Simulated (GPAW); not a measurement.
# SnSe2 (P-3m1) in GPAW: settings compared

The runs below take SnSe2 through band structure, equation of state, single point, with PBEsol, TB-mBJ.

Program: GPAW 26.7.0. These are calculated values, not measurements. Logs are shortened: lines on timing, memory, paths and dates and some standing lists are left out, and cuts for length are marked. The log counts tension as positive stress, the text compression.

## Step 1: Starting point

It takes space group P-3m1 (No. 164, trigonal). Conventional cell: a = 3.811 Å, b = 3.811 Å, c = 6.136 Å, α = 90.00°, β = 90.00°, γ = 120.00°. Sn (site symmetry -3m) has 6 Se at 2.68 Å as nearest neighbours. Around Se (site symmetry 3m) lie 3 Sn at 2.68 Å.

## Step 2: Band structure, PBEsol

run.py

```python
from ase import Atoms
from ase.dft.bandgap import bandgap
from ase.io import write
from ase.units import GPa
from gpaw import GPAW, PW, setup_paths

setup_paths.insert(0, '.')

atoms = Atoms(['Sn', 'Se', 'Se'],
              cell=[[3.811, 0.0, 0.0],
                    [-1.9055, 3.3004228138, 0.0],
                    [0.0, 0.0, 6.136]],
              scaled_positions=[[0.0, 0.0, 0.0],
                                [0.6666666667, 0.3333333333, 0.751],
                                [0.3333333333, 0.6666666667, 0.249]],
              pbc=True)

calc = GPAW(mode=PW(600),
            xc='PBEsol',
            kpts={'size': (7, 7, 4), 'gamma': True},
            occupations={'name': 'fermi-dirac', 'width': 0.05},
            nbands=24,
            convergence={'density': 1e-05, 'energy': 1e-05},
            maxiter=150,
            txt='gpaw.txt')
atoms.calc = calc
energy = atoms.get_potential_energy()
forces = atoms.get_forces()
stress = atoms.get_stress()
calc.write('gs.gpw')
write('result.traj', atoms)
print(f'Energy: {energy:.6f} eV')
print('Forces (eV/A):')
print(forces.round(4))
print('Stress (GPa):', (stress / GPa).round(3))
print('Fermi level:', round(calc.get_fermi_level(), 4), 'eV')
print(f'Gap: {bandgap(calc)[0]:.4f} eV, direct: {bandgap(calc, direct=True)[0]:.4f} eV')

path = atoms.cell.bandpath('GMKGALHA,LM,KH', npoints=100, eps=1e-4)
bs_calc = calc.fixed_density(kpts=path, symmetry='off', nbands=39,
                             convergence={'bands': 'CBM+6.0', 'eigenstates': 1e-6}, txt='bands.txt')
bs = bs_calc.band_structure()
bs.write('bs.json')
print(f'Gap on the path: {bandgap(bs_calc)[0]:.4f} eV')
```

Potentials or basis: PAW data sets generated in the run's folder for this functional, pw.

Command:

```
gpaw-setup -f PBEsol Se Sn
OMP_NUM_THREADS=1 python run.py
```

gpaw.txt:

```text
__  _  _
 | _ |_)|_||  |
 |__||  | ||/\| - 26.7.0

Input parameters:
  mode=PW(ecut=600.0),
  convergence={'density': 1e-05, 'energy': 1e-05},
  kpts=MonkhorstPack(size=(7, 7, 4), gamma=True),
  maxiter=150,
  nbands=24,
  occupations=Occupations(name='fermi-dirac', width=0.05),
  xc=XC(name='PBEsol')

Diagonalizing LCAO Hamiltonian
Converting LCAO to pw mode

             Se

         Se

       Sn

Atoms  # Å, Bohr magnetons
|   | symbol |         x |        y |        z |    initial magnetic moments |
|---|--------|-----------|----------|----------|-----------------------------|
| 0 |     Sn |  0.000000 | 0.000000 | 0.000000 | ( 0.0000,  0.0000,  0.0000) |
| 1 |     Se |  1.905500 | 1.100141 | 4.608136 | ( 0.0000,  0.0000,  0.0000) |
| 2 |     Se | -0.000000 | 2.200282 | 1.527864 | ( 0.0000,  0.0000,  0.0000) |

Unit cell  # Å
| periodic |         x |        y |        z |  lengths |     angles |
|----------|-----------|----------|----------|----------|------------|
|      yes |  3.811000 | 0.000000 | 0.000000 | 3.811000 |  90.000000 |
|      yes | -1.905500 | 3.300423 | 0.000000 | 3.811000 |  90.000000 |
|      yes |  0.000000 | 0.000000 | 6.136000 | 6.136000 | 120.000000 |

Number of symmetries: 12
Symmetry operations  # r_c * U_cc + t_c -> r_c
|    | kind |            matrix            |
|----|------|------------------------------|
|  0 |  σ   |  1, 1, 0,  0,-1, 0,  0, 0, 1 |
|  1 |  S6  |  1, 1, 0, -1, 0, 0,  0, 0,-1 |
|  2 |  E   |  1, 0, 0,  0, 1, 0,  0, 0, 1 |
|  3 |  C2  |  1, 0, 0, -1,-1, 0,  0, 0,-1 |
|  4 |  C2  |  0, 1, 0,  1, 0, 0,  0, 0,-1 |
|  5 |  C3  |  0, 1, 0, -1,-1, 0,  0, 0, 1 |
|  6 |  S6  |  0,-1, 0,  1, 1, 0,  0, 0,-1 |
|  7 |  σ   |  0,-1, 0, -1, 0, 0,  0, 0, 1 |
|  8 |  σ   | -1, 0, 0,  1, 1, 0,  0, 0, 1 |
|  9 |  i   | -1, 0, 0,  0,-1, 0,  0, 0,-1 |
| 10 |  C3  | -1,-1, 0,  1, 0, 0,  0, 0, 1 |
| 11 |  C2  | -1,-1, 0,  0, 1, 0,  0, 0,-1 |

BZ-sampling:
  Number of BZ points: 196
  Number of IBZ points: 28

  Monkhorst-Pack size: [7, 7, 4]
  Monkhorst-Pack shift: [0.0, 0.0, 0.125]

K-points  # in reciprocal-cell coordinates
|     |                                coordinates |     weight |
|-----|--------------------------------------------|------------|
|   0 | (  0.00000000,   0.00000000,   0.00000000) | 0.00510204 |
|   1 | (  0.00000000,   0.00000000,   0.25000000) | 0.01020408 |
|   2 | (  0.00000000,   0.00000000,   0.50000000) | 0.00510204 |
|   3 | (  0.14285714,   0.00000000,  -0.25000000) | 0.03061224 |
|   4 | (  0.14285714,   0.00000000,   0.00000000) | 0.03061224 |
|   5 | (  0.14285714,   0.00000000,   0.25000000) | 0.03061224 |
|   6 | (  0.14285714,   0.00000000,   0.50000000) | 0.03061224 |
|   7 | (  0.28571429,  -0.14285714,   0.00000000) | 0.03061224 |
|   8 | (  0.28571429,  -0.14285714,   0.25000000) | 0.06122449 |
|   9 | (  0.28571429,  -0.14285714,   0.50000000) | 0.03061224 |
| ... |                                            |            |
|  27 | (  0.42857143,   0.42857143,   0.50000000) | 0.03061224 |

Plane wave coefficients: 2597
Cutoff: 600.0 eV

Spin-components: 1 (collinear spins)
Bands:           24
Projectors:      16
Spin-degeneracy: 2
Datatype:        complex128

Parallelization:
  kpt:    1
  domain: 1
  band:   1

Density:
  Valence electrons: 26.0
  Components: 1
  Grid points: [24 24 35]
  Charge: 0.0  # |e|

Potential:
  Grid points: [24 24 35]

species:
  Sn:
    name:    Tin
    Z:       50.0
    valence: 14
    core:    36
    charge:  0.0  # [|e|]
    compensation charges:
      type: gauss
      rc: 0.38  # [Å]
      lmax: 2
    cutoffs:
      filter: 2.23  # [Å]
      core: 2.35  # [Å]
    projectors
    | kind |    occ | energy [eV] | rcut [Å] |
    |------|--------|-------------|----------|
    |   5s |  2.000 |     -10.584 |    1.201 |
    |   5p |  2.000 |      -3.711 |    1.270 |
    |   4d | 10.000 |     -25.798 |    1.185 |
    |    s |        |      16.628 |    1.201 |
    |    p |        |      23.501 |    1.270 |
    |    d |        |       1.413 |    1.185 |

    Using partial waves for Sn as LCAO basis

  Se:
    name:    Selenium
    Z:       34.0
    valence: 6
    core:    28
    charge:  0.0  # [|e|]
    compensation charges:
      type: gauss
      rc: 0.27  # [Å]
      lmax: 2
    cutoffs:
      filter: 1.77  # [Å]
      core: 2.67  # [Å]
    projectors
    | kind |    occ | energy [eV] | rcut [Å] |
    |------|--------|-------------|----------|
    |   4s |  2.000 |     -17.281 |    0.847 |
    |   4p |  4.000 |      -6.511 |    1.005 |
    |    s |        |       9.930 |    0.847 |
    |    p |        |      20.700 |    1.005 |
    |    d |        |       0.000 |    0.847 |

    Using partial waves for Se as LCAO basis

Reference energy: -300052.566556  # eV

eigensolver:
  PPCG
  Converge bands: occupied
  niter=2

density mixing:
  MSR1-Mixer
  Pratt-step length: 0.05
  Maximum mixing coefficient: 0.75
  Old densities: 10
  SVD Regularization: 0.005
  Good broyden scale: 1.0
  Trust region scale: 1.0
  Backstep threshold: 4.0
  History deletion threshold: 6.0
  Fourier metric: weight=20.0, sigma=0.015

occupation numbers:
  Fermi-Dirac:
    width: 0.0500  # eV

poisson solver:
  ecut: 4800.0  # eV

xc functional:
  name: PBEsol with 2 nearest neighbor stencil

convergence criteria:
[... 6 lines left out ...]
|iter     | |      energy | eigst |  dens |
|---------|-|-------------|-------|-------|
|iter:   1| |  -13.390101 | +0.04 |       |
|iter:   2| |  -13.341926 | -2.20 | -1.25 |
|iter:   3| |  -13.162712 | -2.08 | -1.28 |
|iter:   4| |  -13.154493 | -2.84 | -1.79 |
|iter:   5| |  -13.154165 | -4.28 | -2.40 |
|iter:   6| |  -13.154088 | -4.68 | -2.68 |
|iter:   7| |  -13.154102c| -5.92 | -3.42 |
|iter:   8| |  -13.154103c| -6.91 | -4.03 |
|iter:   9| |  -13.154103c| -7.46c| -4.78 |
|iter:  10| |  -13.154103c| -8.02c| -5.49c|

Converged in 10 steps
Energy contributions relative to reference atoms: (reference = -300052.566556)

Energy contributions:
  Kinetic:          26.054742
  Coulomb:         -23.585627
  Zero:             -0.101309
  External:          0.000000
  Xc:              -15.521887
  Entropy:          -0.000043
  Spinorbit:         0.000000
  ----------------------------
  Free energy:     -13.154125
  Extrapolated:    -13.154103

dipole moment: (-6.367924, -11.029568, -20.505685)  # |e|*Ang

Fermi level: 5.403
Eigenvalues  # (at kpt = [0.000, 0.000, 0.000])
| band index |      eig [eV] | occ [0-2] |
|------------|---------------|-----------|
|          0 |       -16.163 |     2.000 |
|        ... |               |           |
|          5 |        -9.001 |     2.000 |
|          6 |        -7.211 |     2.000 |
|          7 |        -1.076 |     2.000 |
|          8 |         4.311 |     2.000 |
|          9 |         4.311 |     2.000 |
|         10 |         4.628 |     2.000 |
[... 8 lines left out ...]
|         19 |        13.922 |     0.000 |
|         20 |        14.512 |     0.000 |
|        ... |               |           |
|         23 |        15.767 |     0.000 |

Gap: 0.743 eV
Transition (v -> c):
  (s=0, k=0, n=12, [0.00, 0.00, 0.00]) -> (s=0, k=18, n=13, [0.43, 0.00, -0.25])
Direct/indirect transitions are different
Direct gap: 1.006 eV
Transition at: (s=0, k=0, n=12, [0.00, 0.00, 0.00])

Forces  # eV/Ang
|        x |       y |        z |
|----------|---------|----------|
| -0.00000 | 0.00000 |  0.00000 |  # Sn   0
| -0.00000 | 0.00000 | -0.57415 |  # Se   1
|  0.00000 | 0.00000 |  0.57415 |  # Se   2

Stress tensor  # eV/Ang^3
|         x |         y |         z |
|-----------|-----------|-----------|
| -0.010628 |  0.000000 |  0.000000 |
|  0.000000 | -0.010628 | -0.000000 |
|  0.000000 | -0.000000 | -0.022221 |

# Writing to gs.gpw (mode='')
```

bands.txt:

```text
Diagonalizing LCAO Hamiltonian
Converting LCAO to pw mode
convergence criteria:
- Maximum integral of absolute [eigenst]ate change: 1e-06 eV^2 / valence electron
maximum number of iterations: 150

SCF iterations
|iter     | |      energy | eigst |  dens |
|---------|-|-------------|-------|-------|
|iter:   1| |             | +0.93 |       |
[... 105 lines left out ...]
         [0.33333333, 0.33333333, 0.0625    ],
         [0.33333333, 0.33333333, 0.125     ],
         [0.33333333, 0.33333333, 0.1875    ],
         [0.33333333, 0.33333333, 0.25      ],
         [0.33333333, 0.33333333, 0.3125    ],
         [0.33333333, 0.33333333, 0.375     ],
         [0.33333333, 0.33333333, 0.4375    ],
         [0.33333333, 0.33333333, 0.5       ]])),
  maxiter=150,
  nbands=39,
  occupations=Occupations(name='fermi-dirac', width=0.05),
  symmetry=Symmetry(point_group=False, time_reversal=False),
  xc=XC(name='PBEsol')
```

It took 2 min on 1 thread of Arm Neoverse V2, shared host; peak memory 0.44 GiB.

Results:

```
Free energy             : -13.1541 eV
Pressure                : 2.3 GPa
Largest force           : 0.574 eV/Å
Band gap on the k mesh  : 0.74 eV, indirect (least direct gap 1.01 eV)
Band gap along the path : 0.67 eV, indirect (least direct gap 1.01 eV)
```

Forces on the atoms (eV/Å):
```
Sn   0.000  0.000  0.000
Se   0.000  0.000 -0.574
Se   0.000  0.000  0.574
```

Stress tensor (GPa, compression positive):
```
1.70 0.00 0.00
0.00 1.70 0.00
0.00 0.00 3.56
```

Levels at the corners of the path, in eV from the valence-band top:
| point | band 9 | band 10 | band 11 | band 12 | band 13 | band 14 | band 15 | band 16 | band 17 | band 18 |
| --- | --- | --- | --- | --- | --- | --- | --- | --- | --- | --- |
| Γ | -0.75 | -0.75 | -0.43 | -0.43 | -0.04 | 0.96 | 2.79 | 4.54 | 4.54 | 8.00 |
| M | -4.57 | -2.98 | -2.75 | -1.27 | -0.35 | 1.06 | 3.65 | 5.30 | 5.39 | 7.18 |
| K | -3.79 | -3.79 | -3.42 | -1.59 | -1.59 | 1.33 | 6.56 | 6.56 | 7.14 | 7.26 |
| Γ | -0.75 | -0.75 | -0.43 | -0.43 | -0.04 | 0.96 | 2.79 | 4.54 | 4.54 | 8.00 |
| A | -2.12 | -0.84 | -0.84 | -0.28 | -0.28 | 2.36 | 2.76 | 4.27 | 4.27 | 8.03 |
| L | -5.02 | -2.58 | -2.05 | -0.90 | -0.74 | 0.78 | 4.11 | 4.72 | 5.71 | 6.27 |
| H | -4.30 | -4.30 | -3.80 | -0.41 | -0.41 | 2.49 | 4.61 | 4.61 | 6.13 | 8.06 |
| A | -2.12 | -0.84 | -0.84 | -0.28 | -0.28 | 2.36 | 2.76 | 4.27 | 4.27 | 8.03 |
| L | -5.02 | -2.58 | -2.05 | -0.90 | -0.74 | 0.78 | 4.11 | 4.72 | 5.71 | 6.27 |
| M | -4.57 | -2.98 | -2.75 | -1.27 | -0.35 | 1.06 | 3.65 | 5.30 | 5.39 | 7.18 |
| K | -3.79 | -3.79 | -3.42 | -1.59 | -1.59 | 1.33 | 6.56 | 6.56 | 7.14 | 7.26 |
| H | -4.30 | -4.30 | -3.80 | -0.41 | -0.41 | 2.49 | 4.61 | 4.61 | 6.13 | 8.06 |

Caveat: spin-orbit coupling is left out, which moves the levels of the heavy elements; this functional lacks dispersion, which binds the layers, so the pressure and a relaxed spacing across them are unreliable.

## Step 3: Equation of state, PBEsol

run.py

```python
from ase import Atoms
from ase.eos import EquationOfState
from ase.io import Trajectory
from ase.units import GPa
from gpaw import GPAW, PW, setup_paths

setup_paths.insert(0, '.')

atoms = Atoms(['Sn', 'Se', 'Se'],
              cell=[[3.811, 0.0, 0.0],
                    [-1.9055, 3.3004228138, 0.0],
                    [0.0, 0.0, 6.136]],
              scaled_positions=[[0.0, 0.0, 0.0],
                                [0.6666666667, 0.3333333333, 0.751],
                                [0.3333333333, 0.6666666667, 0.249]],
              pbc=True)

traj = Trajectory('eos.traj', 'w')
volumes, energies = [], []
for x in [0.94, 0.96, 0.98, 1.0, 1.02, 1.04, 1.06]:
    a = atoms.copy()
    a.set_cell(atoms.cell * x**(1 / 3), scale_atoms=True)
    calc = GPAW(mode=PW(600),
                xc='PBEsol',
                kpts={'size': (7, 7, 4), 'gamma': True},
                occupations={'name': 'fermi-dirac', 'width': 0.05},
                nbands=24,
                convergence={'density': 1e-05, 'energy': 1e-05},
                maxiter=150,
                txt=f'eos-{x:.2f}.txt')
    a.calc = calc
    energies.append(a.get_potential_energy(force_consistent=True))
    volumes.append(a.get_volume())
    p = -a.get_stress()[:3].mean() / GPa
    calc.write(f'eos-{x:.2f}.gpw')
    traj.write(a)
    print(f'{x:.2f} {volumes[-1]:10.4f} A^3 {energies[-1]:14.6f} eV {p:9.3f} GPa', flush=True)

v0, e0, B = EquationOfState(volumes, energies, eos='birchmurnaghan').fit()
print(f'V0 = {v0:.4f} A^3, E0 = {e0:.6f} eV, B0 = {B / GPa:.2f} GPa')
```

Potentials or basis: PAW data sets generated in the run's folder for this functional, pw.

Command:

```
gpaw-setup -f PBEsol Se Sn
OMP_NUM_THREADS=1 python run.py
```

It took 3.4 min on 1 thread of Arm Neoverse V2, shared host; peak memory 0.36 GiB.

Results (log left out):

```
Equilibrium volume                        : 26.59 Å³/atom
Bulk modulus at fixed shape and positions : 65 GPa
Pressure derivative of the bulk modulus   : 4.7
```

Energy against volume, from the lowest point:
```
volume (Å³/atom)  energy (meV/atom)
          24.182              53.11
          24.697              31.47
          25.212              15.95
          25.726               5.90
          26.241               0.76
          26.755               0.00
          27.270               3.15
```

Caveat: the cell was scaled at fixed shape and fractional positions, which overstates the stiffness of a crystal with free parameters, most of all of layers and chains; this functional lacks dispersion, which binds the layers, so the pressure and a relaxed spacing across them are unreliable.

## Step 4: Single point, TB-mBJ

run.py

```python
from ase import Atoms
from ase.dft.bandgap import bandgap
from ase.io import write
from gpaw import GPAW, PW

atoms = Atoms(['Sn', 'Se', 'Se'],
              cell=[[3.811, 0.0, 0.0],
                    [-1.9055, 3.3004228138, 0.0],
                    [0.0, 0.0, 6.136]],
              scaled_positions=[[0.0, 0.0, 0.0],
                                [0.6666666667, 0.3333333333, 0.751],
                                [0.3333333333, 0.6666666667, 0.249]],
              pbc=True)

calc = GPAW(mode=PW(600),
            xc='TB09',
            kpts={'size': (8, 8, 4), 'gamma': True},
            occupations={'name': 'fermi-dirac', 'width': 0.05},
            nbands=24,
            convergence={'density': 1e-05, 'energy': 1e-05},
            eigensolver='cg',
            maxiter=150,
            txt='gpaw.txt')
atoms.calc = calc
energy = atoms.get_potential_energy()
calc.write('gs.gpw')
write('result.traj', atoms)
print('Fermi level:', round(calc.get_fermi_level(), 4), 'eV')
print(f'Gap: {bandgap(calc)[0]:.4f} eV, direct: {bandgap(calc, direct=True)[0]:.4f} eV')
```

Potentials or basis: GPAW PAW data sets for LDA (gpaw-data 1.2.1), pw.

Command:

```
OMP_NUM_THREADS=1 python run.py
```

It took 2.3 min on 1 thread of Arm Neoverse V2, shared host; peak memory 0.34 GiB.

It converged, with:

```yaml
Band_gap_on_the_k_mesh: 1.37 eV, indirect (least direct gap 1.82 eV)
```

Levels at points of the mesh, in eV from the valence-band top:
```csv
k point,band 10,band 11,band 12,band 13,band 14,band 15,band 16,band 17
"(0.00, 0.00, 0.00)",-0.71,-0.43,-0.43,0.00,1.82,3.66,5.14,5.14
"(0.00, 0.00, 0.50)",-0.79,-0.79,-0.29,-0.29,2.93,3.68,4.86,4.86
"(0.50, 0.50, 0.00)",-2.74,-2.61,-1.04,-0.34,1.61,4.46,5.98,5.98
"(0.50, 0.50, 0.50)",-2.45,-1.87,-0.80,-0.69,1.40,4.93,5.41,6.23
```

Caveat: a model potential gives levels but no total energy; the PAW data sets were made with another functional, which shifts forces and pressure a little; spin-orbit coupling is left out, which moves the levels of the heavy elements. A k mesh can miss the band edges.

## Step 5: The runs side by side

| task | level | potentials or basis | k mesh | band path | band points | gap on the mesh (eV) |
| --- | --- | --- | --- | --- | --- | --- |
| band structure | PBEsol | PAW data sets generated in the run's folder for this functional, pw | 7 × 7 × 4 | GMKGALHA,LM,KH | 100 | 0.74 |
| equation of state | PBEsol | PAW data sets generated in the run's folder for this functional, pw | 7 × 7 × 4 | - | - | - |
| single point | TB-mBJ | GPAW PAW data sets for LDA (gpaw-data 1.2.1), pw | 8 × 8 × 4 | - | - | 1.37 |

Alike in all rows: no spin polarisation; cell as given; cutoff (eV) 600; smearing fermi-dirac 0.05 eV.

Caveats: spin-orbit coupling is left out, which moves the levels of the heavy elements (some runs); this functional lacks dispersion, which binds the layers, so the pressure and a relaxed spacing across them are unreliable (some runs); the cell was scaled at fixed shape and fractional positions, which overstates the stiffness of a crystal with free parameters, most of all of layers and chains (some runs); a model potential gives levels but no total energy (some runs); the PAW data sets were made with another functional, which shifts forces and pressure a little (some runs).

Total energies depend on the potentials used, so only differences within one code and one set of settings carry meaning.
